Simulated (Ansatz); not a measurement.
# Al: the cost of one run

Program: Ansatz 0.2.0. Level of theory: DFT PBE, plane waves, PAW, scalar-relativistic, no spin polarisation. These are calculated values, not measurements.

### Step 1. The starting structure

The cell holds 33 atoms (Al33): a = 8.100 Å, b = 8.100 Å, c = 8.100 Å, α = 90.00°, β = 90.00°, γ = 90.00°.

The coordinates stand in the first input below.

### Step 2. End point A

The input, input.yaml:

```yaml
crystal:
  lattice:
    - [8.1, 0.0, 0.0]
    - [0.0, 8.1, 0.0]
    - [0.0, 0.0, 8.1]
  atoms:
    - { symbol: Al, position: [0.5, 0.0, 0.0] }
    - { symbol: Al, position: [0.75, 0.25, 0.0] }
    - { symbol: Al, position: [0.75, 0.0, 0.25] }
    - { symbol: Al, position: [0.0, 0.0, 0.0] }
    - { symbol: Al, position: [0.25, 0.25, 0.0] }
    - { symbol: Al, position: [0.5, 0.5, 0.0] }
    - { symbol: Al, position: [0.75, 0.75, 0.0] }
    - { symbol: Al, position: [0.25, 0.0, 0.25] }
    - { symbol: Al, position: [0.5, 0.25, 0.25] }
    - { symbol: Al, position: [0.75, 0.5, 0.25] }
    - { symbol: Al, position: [0.5, 0.0, 0.5] }
    - { symbol: Al, position: [0.75, 0.25, 0.5] }
    - { symbol: Al, position: [0.75, 0.0, 0.75] }
    - { symbol: Al, position: [0.0, 0.5, 0.0] }
    - { symbol: Al, position: [0.25, 0.75, 0.0] }
    - { symbol: Al, position: [0.0, 0.25, 0.25] }
    - { symbol: Al, position: [0.25, 0.5, 0.25] }
    - { symbol: Al, position: [0.5, 0.75, 0.25] }
    - { symbol: Al, position: [0.0, 0.0, 0.5] }
    - { symbol: Al, position: [0.25, 0.25, 0.5] }
    - { symbol: Al, position: [0.5, 0.5, 0.5] }
    - { symbol: Al, position: [0.75, 0.75, 0.5] }
    - { symbol: Al, position: [0.25, 0.0, 0.75] }
    - { symbol: Al, position: [0.5, 0.25, 0.75] }
    - { symbol: Al, position: [0.75, 0.5, 0.75] }
    - { symbol: Al, position: [0.0, 0.75, 0.25] }
    - { symbol: Al, position: [0.0, 0.5, 0.5] }
    - { symbol: Al, position: [0.25, 0.75, 0.5] }
    - { symbol: Al, position: [0.0, 0.25, 0.75] }
    - { symbol: Al, position: [0.25, 0.5, 0.75] }
    - { symbol: Al, position: [0.5, 0.75, 0.75] }
    - { symbol: Al, position: [0.0, 0.75, 0.75] }
    - { symbol: Al, position: [0.255571, 0.5014188, 0.5018069] }
basis:
  ecutwfc: 420.0
kpoints:
  mp_grid: { grid: [3, 3, 3] }
hamiltonian:
  xc: pbe
scf:
  occupations: { method: fermi_dirac, width: 0.1 }
  lower_state_search: "off"
relax:
  f_tol: 0.03
  max_steps: 60
  adjacent_minimum: "off"
output:
  write_density: true
  write_potential: true
  elf: true
  volumetric_format: npy
```

On the command line:

```
$ ansatz run input.yaml --threads 4 --pin off --max-ram 10240MiB --backend cpu --events-out ev --progress --plain --runs-dir out
```

**Question.** How long does this run take on 4 threads of Intel Xeon 6975P-C (Granite Rapids), shared host, and how much memory does it need?

About 54 s, with a peak of 1.5 GiB.
